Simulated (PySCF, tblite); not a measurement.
# Ge3H6F2, a small molecule taken as a stand-in for a surface group (Ge site with back bonds [GeH3], [GeH3], F): NMR shifts, core binding energies and electronic excitations

Aim: the NMR shifts, core binding energies and electronic excitations of `[F][Ge]([F])([GeH3])[GeH3]`.

Programs: tblite 0.8.0 and PySCF 2.14.0. All values are calculated, for the isolated system unless a continuum is named. Atoms count from 0, parts from 1.

## 1. Starting point

11 atoms, charge 0, multiplicity 1; geometry: distance geometry start.

## 2. Geometry optimisation with GFN2-xTB

The job: settings as JSON, then the geometry in Å.

```
{"job": {"kind": "relax", "xc": "GFN2-xTB", "basis": "xTB"}, "charge": 0, "multiplicity": 1}
Ge    -0.300167     0.241011     0.466932
Ge    -0.468477     0.414739     2.858137
Ge     1.884017     0.883295    -0.255286
F     -1.508261     1.293023    -0.285031
F     -0.607080    -1.446802    -0.013224
H      0.931175     0.502363     3.423741
H     -1.224934     1.686306     3.209877
H     -1.171867    -0.783027     3.398299
H      1.790258     1.648885    -1.547911
H      2.721218    -0.358507    -0.474243
H      2.537401     1.749894     0.811289
```

With the program's defaults for keys left out, this is: GFN2-xTB geometry optimisation, gas phase.

The run is started by

```bash
$ OMP_NUM_THREADS=1 python cluster_run.py task.json out
```

The driver reads the jobs from task.json and runs them one after another.

Log:

```text
step      E/eV     max force
  0    -501.01205    0.936
  1    -501.03985    0.645
  2    -501.08432    0.339
  3    -501.09582    0.323
  4    -501.14013    0.565
  5    -501.16408    0.518
  6    -501.19547    0.398
  7    -501.20713    0.277
  8    -501.21209    0.151
  9    -501.21569    0.159
 10    -501.21983    0.267
 11    -501.22541    0.303
 12    -501.23045    0.217
 13    -501.23331    0.100
 14    -501.23436    0.064
 15    -501.23489    0.073
 16    -501.23550    0.086
 17    -501.23629    0.107
 18    -501.23729    0.108
 19    -501.23831    0.098
 20    -501.23930    0.111
 21    -501.24059    0.164
 22    -501.24294    0.237
 23    -501.24744    0.320
 24    -501.25463    0.355
 25    -501.26159    0.259
 26    -501.26633    0.152
 27    -501.26860    0.121
 28    -501.27003    0.124
 29    -501.27248    0.137
 30    -501.27516    0.161
 31    -501.27802    0.174
 32    -501.28068    0.144
 33    -501.28311    0.139
 34    -501.28479    0.098
 35    -501.28561    0.059
 36    -501.28594    0.046
 37    -501.28614    0.035
 38    -501.28631    0.037
 39    -501.28665    0.046
 40    -501.28692    0.052
 41    -501.28718    0.042
 42    -501.28729    0.023
 43    -501.28731    0.010
 44    -501.28732    0.007
```

It took 1.1 s on 1 thread of Arm Neoverse V1, shared host.

Step by step: (not every step is listed)

| step | energy from step 0 (eV) | largest force (eV/Å) |
| --- | --- | --- |
| 0 | 0.0000 | 0.9357 |
| 1 | -0.0278 | 0.6454 |
| 2 | -0.0723 | 0.3395 |
| 3 | -0.0838 | 0.3227 |
| 4 | -0.1281 | 0.5648 |
| 5 | -0.1520 | 0.5184 |
| 6 | -0.1834 | 0.3976 |
| 7 | -0.1951 | 0.2777 |
| 8 | -0.2000 | 0.1508 |
| 11 | -0.2134 | 0.3032 |
| 14 | -0.2223 | 0.0635 |
| 17 | -0.2242 | 0.1066 |
| 20 | -0.2273 | 0.1112 |
| 23 | -0.2354 | 0.3203 |
| 26 | -0.2543 | 0.1521 |
| 29 | -0.2604 | 0.1372 |
| 32 | -0.2686 | 0.1442 |
| 35 | -0.2736 | 0.0595 |
| 38 | -0.2743 | 0.0369 |
| 39 | -0.2746 | 0.0457 |
| 40 | -0.2749 | 0.0523 |
| 41 | -0.2751 | 0.0425 |
| 42 | -0.2752 | 0.0232 |
| 43 | -0.2753 | 0.0100 |
| 44 | -0.2753 | 0.0067 |

Distances of close pairs at the start and the end, largest changes first:

| bond | before (Å) | after (Å) | change (Å) |
| --- | --- | --- | --- |
| Ge0–Ge2 | 2.388 | 2.453 | +0.064 |
| Ge0–Ge1 | 2.403 | 2.453 | +0.049 |
| Ge0–F3 | 1.770 | 1.802 | +0.032 |
| Ge0–F4 | 1.781 | 1.802 | +0.021 |
| Ge1–H6 | 1.521 | 1.501 | -0.020 |
| Ge2–H10 | 1.522 | 1.507 | -0.015 |
| Ge2–H9 | 1.514 | 1.501 | -0.012 |
| Ge1–H7 | 1.490 | 1.499 | +0.009 |

## 3. Geometry optimisation at PBE0-D3(BJ)/def2-SVP

The job: settings as JSON, then the geometry in Å.

```
{"job": {"xc": "PBE0", "basis": "def2-SVP", "d3": "d3bj", "grid": 2, "kind": "geom", "shake": 0.01}, "charge": 0, "multiplicity": 1}
Ge    -0.410348    -0.205314    -0.348354
Ge    -1.111416    -0.157310     2.002955
Ge     1.597287     0.357075    -1.597861
F     -1.687528     0.750840    -1.205150
F     -0.905192    -1.826007    -0.943606
H      0.096158    -0.071868     2.902903
H     -1.949823     1.035885     2.330651
H     -1.841989    -1.387064     2.381810
H      1.324718     1.091294    -2.848272
H      2.420840    -0.866521    -1.907452
H      2.499980     1.250490    -0.757325
```

Log:

```text
step   0  E = -6432.45921403  max force = 0.039163
step   1  E = -6432.46880704  max force = 0.013961
step   2  E = -6432.47043850  max force = 0.007247
step   3  E = -6432.47072613  max force = 0.003137
step   4  E = -6432.47087388  max force = 0.000834
step   5  E = -6432.47095016  max force = 0.001767
step   6  E = -6432.47105398  max force = 0.001930
step   7  E = -6432.47110905  max force = 0.000985
step   8  E = -6432.47119327  max force = 0.000655
step   9  E = -6432.47134151  max force = 0.002696
step  10  E = -6432.47158376  max force = 0.004865
step  11  E = -6432.47188072  max force = 0.005190
step  12  E = -6432.47220702  max force = 0.002740
step  13  E = -6432.47229696  max force = 0.000450
step  14  E = -6432.47232152  max force = 0.000517
step  15  E = -6432.47233402  max force = 0.000435
optimisation converged
```

Run time: 7.4 min. Hardware: 1 thread of Arm Neoverse V1, shared host; peak memory 0.76 GiB.

Step by step:

| step | energy from step 0 (eV) | largest force component (eV/Å) |
| --- | --- | --- |
| 0 | 0.0000 | 2.0138 |
| 1 | -0.2610 | 0.7179 |
| 2 | -0.3054 | 0.3727 |
| 3 | -0.3133 | 0.1613 |
| 4 | -0.3173 | 0.0429 |
| 5 | -0.3194 | 0.0909 |
| 6 | -0.3222 | 0.0992 |
| 7 | -0.3237 | 0.0507 |
| 8 | -0.3260 | 0.0337 |
| 9 | -0.3300 | 0.1386 |
| 10 | -0.3366 | 0.2502 |
| 11 | -0.3447 | 0.2669 |
| 12 | -0.3536 | 0.1409 |
| 13 | -0.3560 | 0.0231 |
| 14 | -0.3567 | 0.0266 |
| 15 | -0.3570 | 0.0224 |

Distances of close pairs at the start and the end, largest changes first:

| bond | before (Å) | after (Å) | change (Å) |
| --- | --- | --- | --- |
| Ge0–F3 | 1.811 | 1.746 | -0.065 |
| Ge2–H8 | 1.475 | 1.535 | +0.059 |
| Ge1–H7 | 1.480 | 1.535 | +0.055 |
| Ge0–F4 | 1.796 | 1.746 | -0.050 |
| Ge1–H6 | 1.495 | 1.537 | +0.043 |
| Ge2–H9 | 1.507 | 1.537 | +0.030 |
| Ge1–H5 | 1.508 | 1.537 | +0.029 |
| Ge0–Ge1 | 2.454 | 2.429 | -0.025 |

The final coordinates are the input of the step that follows.

| at the end point | value |
| --- | --- |
| rotational constants (GHz, main isotopes) | 1.913, 0.636, 0.559 |
| dipole moment (D) | 2.89 |

## 4. Nuclear shieldings: PBE0/pcSseg-1

The job: settings as JSON, then the geometry in Å.

```
{"job": {"kind": "nmr", "xc": "PBE0", "basis": "pcSseg-1"}, "charge": 0, "multiplicity": 1}
Ge    -0.558307    -0.271452    -0.460363
Ge    -0.935955    -0.275683     1.939494
Ge     1.496707     0.521427    -1.485994
F     -1.865695     0.638465    -1.175120
F     -0.838220    -1.895482    -1.036028
H      0.161558    -1.110359     2.618852
H     -0.866814     1.173765     2.447188
H     -2.319022    -0.873271     2.232397
H      1.395327     0.361984    -3.009223
H      2.678031    -0.299522    -0.944363
H      1.685101     2.001705    -1.116510
```

Method: GIAO PBE0/pcSseg-1 NMR shielding, non-relativistic, gas phase.

Log:

```text
coarse grid: 47680 points
cycle   1  E = -6432.5120152935  dE = -1.875e+00  |g| = 1.651e+00  |ddm| = 3.270e+00
cycle   2  E = -6432.1203056546  dE =  3.917e-01  |g| = 2.224e+00  |ddm| = 2.026e+00
cycle   3  E = -6432.7114469197  dE = -5.911e-01  |g| = 4.053e-01  |ddm| = 1.504e+00
cycle   4  E = -6432.7350410826  dE = -2.359e-02  |g| = 9.192e-02  |ddm| = 2.615e-01
cycle   5  E = -6432.7357730972  dE = -7.320e-04  |g| = 1.153e-02  |ddm| = 5.644e-02
cycle   6  E = -6432.7357924438  dE = -1.935e-05  |g| = 4.472e-03  |ddm| = 1.417e-02
cycle   7  E = -6432.7357943275  dE = -1.884e-06  |g| = 7.813e-04  |ddm| = 2.646e-03
final grid: 94560 points
cycle   8  E = -6432.7357691104  dE = -7.797e-08  |g| = 9.497e-04  |ddm| = 2.024e-03
cycle   9  E = -6432.7357690701  dE =  4.030e-08  |g| = 1.166e-03  |ddm| = 1.795e-03
cycle  10  E = -6432.7357692383  dE = -1.682e-07  |g| = 1.032e-04  |ddm| = 8.759e-04
cycle  11  E = -6432.7357692405  dE = -2.241e-09  |g| = 2.491e-05  |ddm| = 9.383e-05
cycle  12  E = -6432.7357692406  dE = -7.640e-11  |g| = 3.095e-06  |ddm| = 1.912e-05
converged SCF energy = -6432.7357692406

GIAO shielding tensors (ppm)
atom      isotropic    diamagn.    paramagn.     s11        s22        s33       span
  0 Ge    1145.386    2753.902   -1608.515    996.013   1102.302   1337.844    341.831
  1 Ge    1651.960    2757.801   -1105.842   1644.131   1645.017   1666.730     22.599
  2 Ge    1651.897    2757.800   -1105.903   1644.072   1645.247   1666.373     22.301
  3 F      319.060     477.659    -158.599    204.122    313.415    439.644    235.523
  4 F      319.186     477.529    -158.344    204.893    314.916    437.748    232.856
  5 H       27.535      28.510      -0.975     21.092     22.892     38.621     17.529
  6 H       27.527      28.506      -0.979     21.104     22.883     38.593     17.489
  7 H       27.282      27.868      -0.586     20.734     22.216     38.896     18.162
  8 H       27.281      27.865      -0.584     20.733     22.215     38.895     18.161
  9 H       27.531      28.504      -0.973     21.094     22.878     38.620     17.526
 10 H       27.527      28.505      -0.978     21.099     22.894     38.589     17.490
```

It took 46 s on 1 thread of Arm Neoverse V1, shared host; peak memory 1 GiB.

Shifts follow as δ = σ(reference) − σ, with reference shieldings (ppm) from runs at the same level and on the same kind of geometry: 1H TMS 31.27, 19F CFCl3 177.2, 73Ge GeMe4 1330. The references are single molecules in the gas phase, so shifts against H2O, NH3, PH3, H3PO4 or CFCl3 are not on the usual liquid scales and can be off by tens of ppm. Atoms listed in one row are averaged.

| atoms | environment | σ (ppm) | δ (ppm) |
| --- | --- | --- | --- |
| H7, H8 | hydrogen on a germanium bonded to Ge | 27.28 | 3.99 |
| H6, H10 | hydrogen on a germanium bonded to Ge | 27.53 | 3.74 |
| H5, H9 | hydrogen on a germanium bonded to Ge | 27.53 | 3.73 |
| Ge0 | germanium bonded to 2 F, 2 Ge | 1145 | 185 |
| Ge1, Ge2 | germanium bonded to Ge, 3 H | 1652 | -322 |
| F3 | fluorine bonded to Ge | 319.1 | -141.8 |
| F4 | fluorine bonded to Ge | 319.2 | -141.9 |

The run also stored atomic charges by several schemes (e):

| atoms | Mulliken | IAO | Hirshfeld | ESP fit |
| --- | --- | --- | --- | --- |
| Ge0 | 1.01 | 1.01 | 0.39 | 0.58 |
| Ge1, Ge2 | -0.10 | 0.18 | 0.23 | 0.01 |
| F3 | -0.49 | -0.52 | -0.25 | -0.31 |
| F4 | -0.49 | -0.52 | -0.25 | -0.31 |

Mayer bond orders: Ge0–Ge1 0.85, Ge0–Ge2 0.85, Ge0–F3 0.80, Ge0–F4 0.80.

## 5. Core holes by ΔSCF: SCAN, X2C

Same as in step 4 but for these lines:

```diff
@@ -1,2 +1,2 @@
-{"job": {"kind": "nmr", "xc": "PBE0", "basis": "pcSseg-1"}, "charge": 0, "multiplicity": 1}
+{"job": {"kind": "xps", "holes": 5}, "charge": 0, "multiplicity": 1}
 Ge    -0.558307    -0.271452    -0.460363
```

Method: delta-SCF UKS SCAN, pcX-2 on the ionised atom, pcseg-1 elsewhere, spin-free X2C.

Log:

```text
ground state, core basis on atom 3 (F), 170 functions
  cycle   1  E = -6485.28083500  |g| = 8.76e-01
  cycle   2  E = -6484.58022048  |g| = 2.21e+00
  cycle   3  E = -6485.40483518  |g| = 1.09e-01
  cycle   4  E = -6485.40479481  |g| = 1.33e-01
  cycle   5  E = -6485.40762056  |g| = 2.67e-02
  cycle   6  E = -6485.40774229  |g| = 1.05e-02
  cycle   7  E = -6485.40776251  |g| = 1.59e-03
  cycle   8  E = -6485.40776595  |g| = 4.48e-04
  E(ground) = -6485.79235522 Eh
hole in F 1s of atom 3
  cycle   1  E = -6459.08093319  |g| = 2.59e+00
  cycle   2  E = -6458.96494055  |g| = 2.17e+00
  cycle   3  E = -6459.93975890  |g| = 3.94e-01
  cycle   4  E = -6459.91839762  |g| = 4.69e-01
  cycle   5  E = -6460.00014774  |g| = 8.17e-02
  cycle   6  E = -6460.00309972  |g| = 2.57e-02
  cycle   7  E = -6460.00356772  |g| = 4.07e-03
  cycle   8  E = -6460.00357357  |g| = 1.77e-03
  cycle   9  E = -6460.00357694  |g| = 3.67e-04
  E(ion) = -6460.39569882 Eh   <S^2> = 0.7572   hole on atom = 1.000   binding energy = 691.078 eV
ground state, core basis on atom 4 (F), 170 functions
  cycle   1  E = -6485.40572407  |g| = 1.54e-01
  cycle   2  E = -6485.39948781  |g| = 2.22e-01
  cycle   3  E = -6485.40682981  |g| = 6.01e-02
  cycle   4  E = -6485.40739865  |g| = 1.36e-02
  cycle   5  E = -6485.40742028  |g| = 2.50e-03
  cycle   6  E = -6485.40742339  |g| = 5.27e-04
  cycle   7  E = -6485.40741427  |g| = 8.07e-05
  E(ground) = -6485.79203230 Eh
hole in F 1s of atom 4
  cycle   1  E = -6459.07917787  |g| = 2.59e+00
  cycle   2  E = -6458.96203186  |g| = 2.17e+00
  cycle   3  E = -6459.93786562  |g| = 3.95e-01
  cycle   4  E = -6459.91650770  |g| = 4.70e-01
  cycle   5  E = -6459.99906872  |g| = 8.20e-02
  cycle   6  E = -6460.00205167  |g| = 2.56e-02
  cycle   7  E = -6460.00251540  |g| = 3.96e-03
  cycle   8  E = -6460.00251934  |g| = 1.77e-03
  cycle   9  E = -6460.00252207  |g| = 3.61e-04
  E(ion) = -6460.39521719 Eh   <S^2> = 0.7571   hole on atom = 1.000   binding energy = 691.083 eV
```

It took 19 s on 1 thread of Arm Neoverse V1, shared host; peak memory 0.51 GiB.

Binding energies by hole, beside the orbital energy of the ground state; the difference holds orbital relaxation and, for a density functional, its self-interaction error:

| hole | stands for | environment | ΔSCF (eV) | −ε (eV) | ⟨S²⟩ |
| --- | --- | --- | --- | --- | --- |
| F1s on F3 | F3 | fluorine bonded to Ge | 691.08 | 666.0 | 0.757 |
| F1s on F4 | F4 | fluorine bonded to Ge | 691.08 | 666.0 | 0.757 |

## 6. Excited states and response: CAM-B3LYP/def2-SVPD

Same as in step 5 but for these lines:

```diff
@@ -1,2 +1,2 @@
-{"job": {"kind": "xps", "holes": 5}, "charge": 0, "multiplicity": 1}
+{"job": {"kind": "uv", "xc": "CAM-B3LYP", "basis": "def2-SVPD", "nstates": 6, "ntriplets": 2, "ip": true}, "charge": 0, "multiplicity": 1}
 Ge    -0.558307    -0.271452    -0.460363
```

With the program's defaults for keys left out, this is: TDDFT CAM-B3LYP/def2-SVPD, vertical, gas phase, core orbitals frozen in the response.

Log:

```text
coarse grid: 47680 points
cycle   1  E = -6433.6208784627  dE = -1.769e+00  |g| = 1.007e+00  |ddm| = 3.687e+00
cycle   2  E = -6433.4690431715  dE =  1.518e-01  |g| = 1.453e+00  |ddm| = 2.315e+00
cycle   3  E = -6433.7765865680  dE = -3.075e-01  |g| = 1.274e-01  |ddm| = 1.224e+00
cycle   4  E = -6433.7785826620  dE = -1.996e-03  |g| = 3.346e-02  |ddm| = 1.324e-01
cycle   5  E = -6433.7787595736  dE = -1.769e-04  |g| = 3.687e-03  |ddm| = 4.233e-02
cycle   6  E = -6433.7787642033  dE = -4.630e-06  |g| = 1.276e-03  |ddm| = 1.214e-02
final grid: 94560 points
cycle   7  E = -6433.7787034223  dE = -2.930e-07  |g| = 1.239e-03  |ddm| = 4.651e-03
cycle   8  E = -6433.7787034366  dE = -1.427e-08  |g| = 1.298e-03  |ddm| = 3.128e-03
cycle   9  E = -6433.7787036172  dE = -1.806e-07  |g| = 7.068e-05  |ddm| = 1.460e-03
cycle  10  E = -6433.7787036184  dE = -1.238e-09  |g| = 4.108e-05  |ddm| = 1.538e-04
cycle  11  E = -6433.7787036188  dE = -3.456e-10  |g| = 1.082e-05  |ddm| = 5.951e-05
converged SCF energy = -6433.7787036188

Static polarisability (au): isotropic 99.675, principal 82.232 87.847 128.946

Singlet excitations
state   eV       nm        f      main configurations
  1   6.0616    204.5   0.00007   H->L+1 0.83, H->L+2 0.14
  2   6.1895    200.3   0.08290   H->L+2 0.58, H->L 0.29, H->L+1 0.09
  3   6.6929    185.2   0.85758   H->L 0.67, H->L+2 0.24
  4   7.2507    171.0   0.16031   H->L+3 0.97
  5   7.7472    160.0   0.03765   H->L+4 0.88
  6   8.0278    154.4   0.01090   H->L+5 0.91

Triplet excitations (Tamm-Dancoff, eV): 5.3982 5.5238
Vertical ionisation energy (delta-SCF) = 9.9409 eV
Vertical electron affinity (delta-SCF) = -0.4751 eV
```

Run time: 2.8 min. Hardware: 1 thread of Arm Neoverse V1, shared host; peak memory 1.2 GiB.

The orbitals next to the gap, with their largest atomic shares:

| orbital | eV | atoms |
| --- | --- | --- |
| HOMO−3 | -11.56 | Ge1 23 %, Ge2 20 %, H5 14 % |
| HOMO−2 | -11.54 | Ge1 22 %, Ge2 22 %, H7 16 % |
| HOMO−1 | -11.38 | Ge1 17 %, Ge2 17 %, Ge0 13 % |
| HOMO | -9.21 | Ge0 26 %, Ge1 21 %, Ge2 21 % |
| LUMO | -0.10 | Ge2 25 %, Ge1 25 %, Ge0 16 % |
| LUMO+1 | 0.26 | Ge0 30 %, Ge1 19 %, Ge2 18 % |
| LUMO+2 | 0.30 | Ge0 25 %, Ge2 20 %, Ge1 20 % |

With each of the 6 states as a Gaussian band of 0.4 eV half-width at 1/e, the curve within the window shown has maxima at 185 nm (ε 36,000) L/(mol cm). Beyond the last state computed it falls off for lack of states. The curve at chosen wavelengths:

(nm, ε (L/mol/cm)): (149, 441), (152, 946), (155, 1631), (158, 2466), (161, 3567), (165, 5805), (168, 8238), (171, 11638), (174, 16582), (177, 23172), (180, 30143), (183, 35138), (186, 36194), (190, 31275), (193, 24847), (196, 18222), (199, 12646), (202, 8506), (205, 5639), (208, 3704), (211, 2397), (215, 1288), (218, 774), (221, 446), (224, 245), (227, 129)

Ground-state properties from the same run:

| property | computed |
| --- | --- |
| dipole moment (D) | 3.29 |
| polarisability (Å³) | 14.77 |
| HOMO–LUMO gap (eV) | 9.11 |
| −ε(HOMO) (eV) | 9.21 |

## 7. Summary of results

| quantity | value |
| --- | --- |
| rotational constants (main isotopes) | 1.91, 0.64, 0.56 GHz |
| 1H shifts against TMS (PBE0/pcSseg-1, means over atoms taken as alike) | 3.99, 3.74, 3.73 ppm |
| 73Ge shifts against GeMe4 (PBE0/pcSseg-1, means over atoms taken as alike) | 185, -322 ppm |
| 19F shifts against CFCl3 (PBE0/pcSseg-1) | -141.8, -141.9 ppm |
| F1s binding energies, SCAN/pcX-2 | F4 691.08, F3 691.08 eV |
| lowest singlet (CAM-B3LYP/def2-SVPD) | 6.06 eV (205 nm), f = 0.000 |
| brightest single state of those computed | state 3, 6.69 eV, f = 0.858 |
| lowest triplet | 5.40 eV |
| vertical ionisation energy (ΔSCF) | 9.94 eV |
| vertical electron affinity (ΔSCF) | -0.48 eV (unbound: the value hangs on the basis) |

What this shows: The start of the PBE0/def2-SVP relaxation was shaken at random by about 0.01 Å, so part of the energy gained, and of the first lengths quoted, undoes that. The optimisation took 15 steps and gained 0.357 eV; among the close pairs (by a distance rule), Ge0–F3 changed most, from 1.811 to 1.746 Å (PBE0/def2-SVP). Hydrogens of an XH3 group are listed apart at this fixed geometry; free rotation makes them one line at their mean. At PBE0/pcSseg-1: The widest tensor belongs to Ge0: span 342 ppm, with a paramagnetic part of -1609 ppm. At SCAN/pcX-2: the F1s levels computed lie within 0.00 eV of one another, too close to rank. The lowest singlet, at 6.06 eV, is HOMO→LUMO+1 0.83, HOMO→LUMO+2 0.14 and is dark; of the 6 states computed, the strongest absorption comes from state 3 at 6.69 eV. The lowest triplet lies 0.66 eV below the lowest singlet (triplets in Tamm-Dancoff, singlets in full TDDFT). ΔSCF puts the ionisation energy at 9.94 eV, 0.74 eV above −ε(HOMO). Spin-orbit coupling is left out, which matters for shieldings and couplings at and beside the heavy atoms. A capped cluster stands for the solid here, so long-range fields and strain are missing, and bands or shifts of the capping hydrogens have no counterpart in it.
